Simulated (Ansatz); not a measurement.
Crystal: Pt3Rh.

```
Pt Rh
1.0
     3.90987    0.00000    0.00000
     0.00000    3.90987    0.00000
     0.00000    0.00000    3.90987
Pt Rh
3 1
Direct
  0.00000 0.00000 0.50000
  0.00000 0.50000 0.00000
  0.50000 0.00000 0.00000
  0.50000 0.50000 0.50000
```

The cell comes from a database or a generator and needn't be the stable form of this composition.

Base run:

| Quantity | Value |
| --- | --- |
| Program | Ansatz 0.2.0 |
| Functional | PBEsol |
| Potentials or basis | all-electron LAPW, scalar-relativistic |
| Cutoff | 253 eV (chosen from the basis error) |
| Basis error allowed | 0.002 eV/atom |
| k mesh | 7 × 7 × 7 |
| Occupations | fermi-dirac, width 0.05 eV |
| Spin | no spin polarisation |

Its results: pressure -5.6 GPa.

Q: The run is repeated on the same cell with these changes: functional from PBEsol to LDA. What comes out?

A: Pressure -11.0 GPa.

LDA binds more tightly than PBEsol, so the same cell stands under less pressure.
